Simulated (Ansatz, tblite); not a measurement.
# Ge(NCO)4 (C4GeN4O4): a ladder of methods and basis sets

One table from this session's results is given with a row withheld; the runs are named, their logs left out.

The runs use Ansatz 0.2.0, Gaussian basis; as each input shows.

The runs, in order: GFN1-xTB, GFN2-xTB, PBE-D4/def2-TZVP, r2SCAN-D4/def2-TZVP, r2SCANh-D4/def2-TZVP, BLYP-D4/def2-TZVP, PBE-D4/def2-SVP, PBE0-D4/def2-SVP, MP2/def2-SVP, RPA/def2-SVP.

2 further runs of the same task are left out: 2 set aside as unsound or not needed. Runs told in other sessions of the task aren't counted.

## The structure

The singlet was relaxed beforehand with PBE-D4/def2-SVP.

13 atoms, charge 0, spin multiplicity 1.

Bond lengths: Ge1–N2 1.810 Å, Ge1–N5 1.807 Å, Ge1–N8 1.812 Å, Ge1–N11 1.808 Å, N2–C3 1.222 Å, C3–O4 1.177 Å, N5–C6 1.222 Å, C6–O7 1.176 Å, N8–C9 1.222 Å, C9–O10 1.177 Å, N11–C12 1.222 Å, C12–O13 1.176 Å. Angles: N2–Ge1–N5 109.0°, N2–Ge1–N8 111.3°, N2–Ge1–N11 108.5°, N5–Ge1–N8 108.3°, N5–Ge1–N11 110.4°, N8–Ge1–N11 109.3°, Ge1–N2–C3 142.4°, N2–C3–O4 175.5°, Ge1–N5–C6 142.0°, N5–C6–O7 175.4°, Ge1–N8–C9 141.8°, N8–C9–O10 175.5°, Ge1–N11–C12 142.1°, N11–C12–O13 175.5°.

PBE0-D4/def2-TZVP was run before; its log isn't repeated, and its numbers join the tables.

The first run:

Tight binding, by tblite at 300 K electronic temperature and without a spin-polarisation term:

```python
tblite.interface.Calculator('GFN1-xTB', numbers, positions, charge=0, uhf=0).singlepoint()
```

Tight binding, by tblite at 300 K electronic temperature and without a spin-polarisation term:

```python
tblite.interface.Calculator('GFN2-xTB', numbers, positions, charge=0, uhf=0).singlepoint()
```

start.molden holds the orbitals of an earlier run on this state, given as this run's starting guess.

Contents of in.yaml:

```yaml
crystal:
  periodic: [false, false, false]
  atoms:
    - {symbol: Ge, position_ang: [0.084853, -0.070978, -0.037115]}
    - {symbol: N, position_ang: [-0.378790, -0.347259, 1.690974]}
    - {symbol: C, position_ang: [-0.100288, -0.012624, 2.832930]}
    - {symbol: O, position_ang: [0.099240, 0.253698, 3.961393]}
    - {symbol: N, position_ang: [1.870348, -0.286874, -0.208613]}
    - {symbol: C, position_ang: [2.817313, 0.040576, -0.908118]}
    - {symbol: O, position_ang: [3.783767, 0.306206, -1.524021]}
    - {symbol: N, position_ang: [-0.340533, 1.607337, -0.572942]}
    - {symbol: C, position_ang: [-1.293859, 2.296804, -0.904613]}
    - {symbol: O, position_ang: [-2.152499, 3.030432, -1.234724]}
    - {symbol: N, position_ang: [-0.796420, -1.268112, -1.066924]}
    - {symbol: C, position_ang: [-1.468701, -2.286412, -1.000228]}
    - {symbol: O, position_ang: [-2.124442, -3.262784, -1.028008]}
basis:
  gaussian: {orbitals: def2-TZVP, initial_orbitals: start.molden}
hamiltonian: {xc: pbe, dispersion: d4}
scf: {omitted_lower_state_checks: [starts]}
output: {orbitals: {seedname: orbitals}}
```

On the command line:

```bash
ansatz run in.yaml --threads 4 --pin off --events-out ev --progress --plain --max-ram 6963MiB
```

Among the steps run: PBE-D4/def2-TZVP; r2SCAN-D4/def2-TZVP; r2SCANh-D4/def2-TZVP; BLYP-D4/def2-TZVP; PBE-D4/def2-SVP; PBE0-D4/def2-SVP; MP2/def2-SVP; RPA/def2-SVP.

One of the session's tables, all rows but one given; the rest of the session is left out.

It belongs to the step «Binding energy». 

| level | binding an atom (eV) |
| --- | --- |
| HF/def2-SVP | ? |
| PBE-D4/def2-SVP | 5.928 |
| PBE-D4/def2-TZVP | 5.829 |
| BLYP-D4/def2-TZVP | 5.607 |
| r2SCAN-D4/def2-TZVP | 5.480 |
| r2SCANh-D4/def2-TZVP | 5.371 |
| PBE0-D4/def2-SVP | 5.572 |
| PBE0-D4/def2-TZVP | 5.493 |
| RPA/def2-SVP | 4.817 |
| MP2/def2-SVP | 5.372 |

Estimate the missing values for HF/def2-SVP.

The run gave: binding an atom (eV): 3.303. In the column «binding an atom (eV)» it is the lowest.

Limits of these values: Free atoms were run apart at each level; binding is atoms less cluster, divided by the number of atoms, without zero-point or spin-orbit terms.
